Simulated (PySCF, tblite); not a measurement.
# C₅H₁₆B₂Si: geometry, infrared bands and NMR shifts

Aim: predict the infrared bands and NMR shifts of C₅H₁₆B₂Si (`BCB(CC)[SiH](C)C`).

Computed with tblite 0.8.0 and PySCF 2.14.0, with density-fitted response routines of our own, on a single molecule in the gas phase. Atoms count from 0, in the outputs and in this text.

### 1 The molecule as given

24 atoms, charge 0, multiplicity 1; geometry from: force field or distance geometry start.

Bonds of the start (Å): B0–C1 1.56, C1–B2 1.61, B2–C3 1.60, C3–C4 1.52, B2–Si5 1.94, Si5–C6 1.88, Si5–C7 1.86, B0–H8 1.18, B0–H9 1.19, C1–H10 1.11, C1–H11 1.10, C3–H12 1.10, C3–H13 1.11, C4–H14 1.12, C4–H15 1.11, C4–H16 1.11, Si5–H17 1.47, C6–H18 1.11, C6–H19 1.12, C6–H20 1.10, C7–H21 1.11, C7–H22 1.13, C7–H23 1.11.

### 2 Optimising the geometry with GFN2-xTB

Job settings and geometry (Å):

```
{"job": {"kind": "relax", "xc": "GFN2-xTB", "basis": "xTB"}, "charge": 0, "multiplicity": 1}
B     -1.712100     1.820700    -0.222900
C     -1.421000     0.912500     1.008500
B     -0.346900    -0.195200     0.558800
C     -0.810500    -1.073100    -0.698200
C     -2.232500    -1.546000    -0.452200
Si     1.501500     0.383000     0.602900
C      1.937600     0.911300    -1.145600
C      2.664200    -0.960900     1.152400
H     -1.409300     1.559900    -1.338000
H     -2.459500     2.735700    -0.071000
H     -0.934500     1.535600     1.780600
H     -2.352500     0.424900     1.347800
H     -0.796500    -0.391100    -1.559400
H     -0.160900    -1.960500    -0.845600
H     -2.953000    -0.700500    -0.355400
H     -2.593600    -2.214800    -1.261300
H     -2.257300    -2.098800     0.510400
H      1.629200     1.494800     1.559200
H      1.049200     1.486800    -1.492000
H      2.083400    -0.035900    -1.716800
H      2.834900     1.540100    -1.105800
H      2.132300    -1.866700     1.501000
H      3.299500    -0.523100     1.973700
H      3.296800    -1.218700     0.276600
```

Command:

```bash
OMP_NUM_THREADS=1 python probes_run.py task.json out
```

The driver reads the jobs from task.json and runs them one after another.

**Question.** This job is followed by: GFN2-xTB harmonic vibrations, gas phase; GIAO PBE0/pcSseg-1 NMR shielding, non-relativistic, gas phase. What will the session give for the following? strongest single infrared mode (GFN2-xTB); zero-point energy (GFN2-xTB); 13C shifts against TMS (PBE0/pcSseg-1, means over atoms taken as alike); 1H shifts against TMS (PBE0/pcSseg-1, means over atoms taken as alike); 11B shifts against BF3·OEt2 (PBE0/pcSseg-1); 29Si shifts against TMS (PBE0/pcSseg-1); surface potential, 1st and 99th percentile.

The runs gave:

| quantity | value |
| --- | --- |
| strongest single infrared mode (GFN2-xTB) | 2083 cm⁻¹, 416 km/mol |
| zero-point energy (GFN2-xTB) | 124.1 kcal/mol |
| 13C shifts against TMS (PBE0/pcSseg-1, means over atoms taken as alike) | 70.9, 32.6, 11.9, -5.0 ppm |
| 1H shifts against TMS (PBE0/pcSseg-1, means over atoms taken as alike) | 8.02, 4.45, 4.40, 1.70, 1.42, -0.01 ppm |
| 11B shifts against BF3·OEt2 (PBE0/pcSseg-1) | 109.1, 86.6 ppm |
| 29Si shifts against TMS (PBE0/pcSseg-1) | -44.9 ppm |
| surface potential, 1st and 99th percentile | -0.39 V and 1.30 V |

Relaxing lowered the energy by 1.115 eV in 161 steps; the close pair that moved most is Si5–C7, from 1.860 to 1.915 Å. The lowest mode is slightly imaginary (9i cm⁻¹), a soft motion within the noise of the Hessian, so the minimum is not strictly shown. The strongest single mode, at 2083 cm⁻¹, moves mainly H17. Unscaled tight-binding wavenumbers are off by several per cent, some by more. Its intensities can rank the bands wrongly. At PBE0/pcSseg-1: The largest span, 215 ppm, is at B2, where the paramagnetic term is -207 ppm. At PBE0/pcSseg-1, counted by nearest atom on the grid, the HOMO lies on B2 31 %; Si5 21 %, the LUMO on B0, B2 about 29 % each; H8, H9 about 7 % each.
